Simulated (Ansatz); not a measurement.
# CaO: the cost of one run

Method: reference: DFT r2SCAN, plane waves, PAW, scalar-relativistic, no spin polarisation, in Ansatz 0.2.0.

The COD cell was measured well above room temperature, so it is larger than a cold one.

1 further run of the same task is left out (it didn't finish).

## Step 1: The system as given

The structure is cubic, space group Fm-3m (No. 225). Conventional cell: a = 5.042 Å, b = 5.042 Å, c = 5.042 Å, α = 90.00°, β = 90.00°, γ = 90.00°. Around Ca (site symmetry m-3m) lie 6 O at 2.52 Å. O (site symmetry m-3m) has 6 Ca at 2.52 Å as nearest neighbours.

Coordinates:

```cif
data_structure
_symmetry_space_group_name_H-M 'P 1'
_symmetry_Int_Tables_number 1
_cell_length_a 3.5650
_cell_length_b 3.5650
_cell_length_c 3.5650
_cell_angle_alpha 60.000
_cell_angle_beta 60.000
_cell_angle_gamma 60.000
_cell_volume 32.04
loop_
_atom_site_label
_atom_site_type_symbol
_atom_site_fract_x
_atom_site_fract_y
_atom_site_fract_z
_atom_site_occupancy
Ca1 Ca 0.00000 0.00000 0.00000 1
O1 O 0.50000 0.50000 0.50000 1
```

## Step 2: Reference

Contents of input.yaml:

```yaml
crystal:
  lattice:
    - [0.0, 2.52081056, 2.52081056]
    - [2.52081056, 0.0, 2.52081056]
    - [2.52081056, 2.52081056, 0.0]
  atoms:
    - { symbol: Ca, position: [0.0, 0.0, 0.0] }
    - { symbol: O, position: [0.5, 0.5, 0.5] }
  symmetry: { tolerance: 0.0003 }
kpoints:
  mp_grid: { grid: [6, 6, 6], shift: [0, 0, 0] }
magnetization:
  spin_polarized: false
scf:
  occupations: { method: fermi_dirac }
hamiltonian:
  pseudopotentials: { kind: paw }
  xc: r2scan
basis:
  ecutwfc: 500
output:
  forces: true
  stress: true
  eigenvalues: true
```

Command:

```console
$ ansatz run input.yaml --threads 1 --pin off --max-ram 2560MiB --backend cpu --events-out ev --progress --plain --runs-dir out
```

**Question.** How long does this run take on 1 thread of Arm Neoverse V2, shared host, and how much memory does it need?

About 1.5 s, with a peak of 0.33 GiB.
